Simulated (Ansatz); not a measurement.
Predict the output of the script below (Ansatz 0.2.0, Python API).

Script `opt_chbos.py`:
```python
"""Minimum-energy structure of CHBOS."""

import ansatz
import numpy as np

BASIS_SET = "cc-pVDZ"
XC = "r2SCAN"
VDW = "d4"


def main() -> None:
    system = (
        ansatz.Crystal.molecule()
        .atom("S", [-2.1391, -0.4393, 0.133])
        .atom("C", [-0.5604, -0.372, 0.064])
        .atom("B", [0.6786, 0.3929, -0.096])
        .atom("O", [0.7734, -1.0534, 0.1175])
        .atom("H", [1.2974, 1.3981, -0.2599])
    )

    job = (
        system.calculation()
        .basis(gaussian=BASIS_SET)
        .functional(XC, dispersion=VDW)
    )
    symbols = [site.symbol for site in system.cartesian_sites]
    start = np.array([site.position_ang for site in system.cartesian_sites], dtype=float)
    rep = job.relax(force_tolerance=0.01).run(threads=1, backend="cpu").report
    end = np.array(rep["positions_ang"])

    print("reference energy %16.6f eV" % rep["reference_energy_ev"])
    print("total energy     %16.6f eV" % rep["free_energy_ev"])
    print("occupied (up, down):", rep["n_occupied"], " virtual:", rep["n_virtual"], " frozen:", rep["n_frozen"])

    print("bond        before    after (A)")
    for i, j in [(0, 1), (1, 2), (1, 3), (2, 3), (2, 4)]:
        d0, d1 = (np.linalg.norm(xyz[i] - xyz[j]) for xyz in (start, end))
        print(f"{symbols[i]}{i}-{symbols[j]}{j}".ljust(10), f"{d0:8.4f} {d1:8.4f}")
    for i, j, k in [(0, 1, 2), (0, 1, 3), (2, 1, 3), (1, 2, 3), (1, 2, 4), (3, 2, 4), (1, 3, 2)]:
        u, v = end[i] - end[j], end[k] - end[j]
        print(f"angle {symbols[i]}{i}-{symbols[j]}{j}-{symbols[k]}{k}: {np.degrees(np.arccos(np.clip(u @ v / np.linalg.norm(u) / np.linalg.norm(v), -1, 1))):.2f} deg")
    with open("chbos_opt.xyz", "w") as handle:
        handle.write(f"{len(symbols)}\nrelaxed CHBOS\n")
        handle.writelines(f"{s:2s} {x:11.6f} {y:11.6f} {z:11.6f}\n" for s, (x, y, z) in zip(symbols, end))


if __name__ == "__main__":
    main()
```

```console
$ python opt_chbos.py
reference energy    -14608.293967 eV
total energy        -14608.315528 eV
occupied (up, down): [18, 18]  virtual: [47, 47]  frozen: 0
bond        before    after (A)
S0-C1        1.5816   1.5980
C1-B2        1.4649   1.4904
C1-O3        1.4987   1.4804
B2-O3        1.4650   1.3704
B2-H4        1.1917   1.1892
angle S0-C1-B2: 174.58 deg
angle S0-C1-O3: 130.48 deg
angle B2-C1-O3: 54.94 deg
angle C1-B2-O3: 62.16 deg
angle C1-B2-H4: 160.89 deg
angle O3-B2-H4: 136.95 deg
angle C1-O3-B2: 62.90 deg
```

`chbos_opt.xyz`, as written:
```text
5
relaxed CHBOS
S    -2.150890   -0.723924    0.174165
C    -0.653808   -0.181283    0.040272
B     0.687209    0.453336   -0.101728
O     0.638325   -0.901381    0.098911
H     1.529064    1.279552   -0.253021
```

Total energies depend on the basis set; only differences at equal settings carry meaning. The end point is the stationary point reached from this start; no frequency run checks that it is a minimum, and the basis set is modest. Total less reference energy is the dispersion correction. Finished in 31 s on 1 thread of Arm Neoverse V2, on a shared host, peak memory 0.23 GiB.

(Lines on the test bed's own set-up are left out of the output.)
